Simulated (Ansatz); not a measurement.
The system is Bi2Te.

```
CELL_PARAMETERS angstrom
-4.00791 4.00791 3.17432
4.00791 -4.00791 3.17432
4.00791 4.00791 -3.17432
ATOMIC_POSITIONS crystal
Bi 0.45247 0.62500 0.32747
Bi 0.29753 0.12500 0.67253
Bi 0.87500 0.54753 0.17253
Bi 0.37500 0.70247 0.82747
Te 0.75000 0.25000 0.50000
Te 0.00000 0.00000 0.00000
```

The cell comes from a database or a generator and needn't be the stable form of this composition.

* Program: Ansatz 0.2.0
* Task: single point
* Functional: PBE
* Potentials or basis: Ansatz PAW
* Cutoff: 420 eV (not typed: the program's choice for these potentials)
* k mesh: 6 × 6 × 6
* Occupations: fermi-dirac, width 0.05 eV
* Spin: no spin polarisation

On this cell: pressure -0.2 GPa; largest force 0.136 eV/Å; band gap on the k mesh none (metal or under the smearing width).

The same run follows on a disturbed copy (atoms moved at random, drawn with an rms of 0.05 Å):

```
CELL_PARAMETERS angstrom
-4.00791 4.00791 3.17432
4.00791 -4.00791 3.17432
4.00791 4.00791 -3.17432
ATOMIC_POSITIONS crystal
Bi 0.45802 0.63171 0.33127
Bi 0.30065 0.13128 0.67744
Bi 0.87813 0.54412 0.17403
Bi 0.36948 0.70567 0.81987
Te 0.74904 0.24666 0.50238
Te 0.99799 0.00044 0.99798
```

Question: What changes?

Answer: The energy (extrapolated to zero smearing) moves by +2.5 meV/atom; pressure -0.2 GPa; largest force 0.204 eV/Å; band gap on the k mesh none (metal or under the smearing width).

Forces on the atoms (eV/Å):
```
Bi  -0.091 -0.129 -0.113
Bi  -0.020  0.101 -0.062
Bi   0.186 -0.065  0.054
Bi  -0.139  0.105  0.041
Te   0.021 -0.091  0.121
Te   0.043  0.079 -0.041
```

Stress tensor (GPa, compression positive):
```
 0.01 -0.08  0.07
-0.08 -0.11  0.08
 0.07  0.08 -0.53
```

Caveats: spin-orbit coupling is left out, which moves the levels of the heavy elements.
